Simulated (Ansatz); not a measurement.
**C5H2BF7O3: basis-set convergence**

One table from this session's results is given with a row withheld; the runs are named, their logs left out.

Program: Ansatz 0.2.0, Gaussian basis. Level of theory: one geometry, several basis sets. These are calculated values, not measurements.

Plan: PBE0-D4/def2-SVP; ωB97M-V/def2-SVP; PBE0-D4/def2-QZVPP; ωB97M-V/def2-QZVPP; the functionals' def2-TZVPP values are taken from earlier runs.

**Structure used throughout**

An earlier PBE0-D4 in a triple-zeta def2 set relaxation fixed the geometry.

SMILES `O[B-]1(F)OC(C(F)(F)F)=CC(C(F)(F)F)=[O+]1`, 18 atoms, charge 0, spin multiplicity 1.

Atoms are counted from 1 here; the program's logs count them from 0.

Bond lengths: O1–B2 1.387 Å, O1–H17 0.958 Å, B2–F3 1.353 Å, B2–O4 1.545 Å, B2–O16 1.545 Å, O4–C5 1.262 Å, C5–C6 1.530 Å, C5–C10 1.384 Å, C6–F7 1.331 Å, C6–F8 1.328 Å, C6–F9 1.327 Å, C10–C11 1.384 Å, C10–H18 1.076 Å, C11–C12 1.530 Å, C11–O16 1.262 Å, C12–F13 1.331 Å, C12–F14 1.327 Å, C12–F15 1.328 Å. Angles: B2–O1–H17 112.7°, O1–B2–F3 119.0°, O1–B2–O4 108.4°, O1–B2–O16 108.4°, F3–B2–O4 107.6°, F3–B2–O16 107.6°, O4–B2–O16 105.1°, B2–O4–C5 122.6°, O4–C5–C6 113.9°, O4–C5–C10 124.7°, C6–C5–C10 121.4°, C5–C6–F7 111.1°, C5–C6–F8 109.9°, C5–C6–F9 110.1°, F7–C6–F8 108.4°, F7–C6–F9 108.5°, F8–C6–F9 108.7°, C5–C10–C11 115.5° and more.

The first run:

The input, in.yaml:

```yaml
crystal:
  periodic: [false, false, false]
  atoms:
    - {symbol: O, position_ang: [1.623639, 0.083306, 2.131329]}
    - {symbol: B, position_ang: [0.320437, -0.306147, 1.861002]}
    - {symbol: F, position_ang: [-0.439232, -0.795266, 2.867730]}
    - {symbol: O, position_ang: [-0.431438, 0.897952, 1.250955]}
    - {symbol: C, position_ang: [-0.512694, 1.089494, 0.006556]}
    - {symbol: C, position_ang: [-1.106817, 2.446393, -0.374717]}
    - {symbol: F, position_ang: [-1.142595, 2.599640, -1.696441]}
    - {symbol: F, position_ang: [-2.345986, 2.545364, 0.093545]}
    - {symbol: F, position_ang: [-0.376232, 3.425576, 0.142446]}
    - {symbol: C, position_ang: [-0.147164, 0.166753, -0.957601]}
    - {symbol: C, position_ang: [0.235288, -1.074572, -0.480623]}
    - {symbol: C, position_ang: [0.513528, -2.241144, -1.429957]}
    - {symbol: F, position_ang: [0.395758, -1.863490, -2.700860]}
    - {symbol: F, position_ang: [1.743846, -2.699780, -1.239970]}
    - {symbol: F, position_ang: [-0.348802, -3.225524, -1.202372]}
    - {symbol: O, position_ang: [0.352030, -1.369599, 0.740499]}
    - {symbol: H, position_ang: [1.863577, -0.041053, 3.050526]}
    - {symbol: H, position_ang: [-0.234642, 0.373494, -2.010248]}
basis:
  gaussian: {orbitals: def2-SVP}
hamiltonian: {xc: pbe0, dispersion: d4}
output: {orbitals: {seedname: orbitals}}
```

Command:

```console
> ansatz run in.yaml --threads 11 --pin off --events-out ev --progress --plain --max-ram 174080MiB --backend cpu
```

Steps of the session up to this table: PBE0-D4 in def2-SVP; ωB97M-V in def2-SVP; PBE0-D4 in def2-QZVPP; ωB97M-V in def2-QZVPP.

One of the session's tables, all rows but one given; the rest of the session is left out.

It belongs to the step «Functionals by basis». 

```
functional       basis  HOMO (eV)  LUMO (eV)
   PBE0-D4    def2-SVP      -8.86      -3.51
   PBE0-D4  def2-TZVPP      -8.90      -3.60
   PBE0-D4  def2-QZVPP      -8.93      -3.63
   ωB97M-V    def2-SVP     -10.97      -1.34
   ωB97M-V  def2-TZVPP          ?          ?
   ωB97M-V  def2-QZVPP     -11.07      -1.51
```

Q: Estimate the row for ωB97M-V, def2-TZVPP from the others.

The run gave: HOMO (eV): -11.04; LUMO (eV): -1.46. In the column «HOMO (eV)» it lies between ωB97M-V, def2-QZVPP (-11.07) and ωB97M-V, def2-SVP (-10.97).
